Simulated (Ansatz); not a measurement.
# ZrC+ (quartet): the correlation ladder, def2-QZVPP

An exercise on one series of results from a longer session: the logs are not shown, and one member is left open.

Computed with Ansatz 0.2.0, Gaussian basis. Level: def2-QZVPP, core rule «outside noble gas», up to 5 orbitals frozen.

Plan: UHF; ROHF; CCSD(T) on UHF.

**What is computed**

The geometry is a PBE0/def2-TZVP stationary point (not a proven minimum) of the parent state, kept for this charge and spin. No spin-orbit coupling is included. Elements past krypton take def2 core potentials.

2 atoms, charge 1, spin multiplicity 4.

Atoms are counted from 1 here; the program's logs count them from 0.

Bond lengths: Zr1–C2 2.091 Å.

Geometry (Å):

```
Zr    0.00000    0.00000    0.00000
C     0.00000    0.00000    2.09100
```

The first run:

in.yaml

```yaml
crystal:
  periodic: [false, false, false]
  atoms:
    - {symbol: Zr, position_ang: [0.000000, 0.000000, 0.000000]}
    - {symbol: C, position_ang: [0.000000, 0.000000, 2.091000]}
basis:
  gaussian: {orbitals: "def2-QZVPP.json"}
total_charge: 1
magnetization: {spin_polarized: true, initial_magnetization: 3}
hamiltonian: {xc: hf}
output: {orbitals: {seedname: orbitals}}
```

The run is started by

```console
> ansatz run in.yaml --threads 1 --pin off --events-out ev --progress --plain --max-ram 4096MiB --backend cpu
```

Among the steps run: UHF; ROHF; CCSD(T) on UHF.

One of the session's tables, all rows but one given; the rest of the session is left out.

```
  method  from UCCSD(T) (kJ/mol)
    ROHF                  +569.9
     UHF                       ?
    UMP2                  +128.4
   UCCSD                   +34.2
UCCSD(T)                       0
```

Q: Estimate the row for UHF from the others.

As computed: from UCCSD(T) (kJ/mol): +468.8. In the column «from UCCSD(T) (kJ/mol)» it lies between UMP2 (+128.4) and ROHF (+569.9).

Limits of these values: The determinant is far from a pure spin state, so its energy mixes those of several spin states (harmless only where they are near-degenerate, as at dissociation).
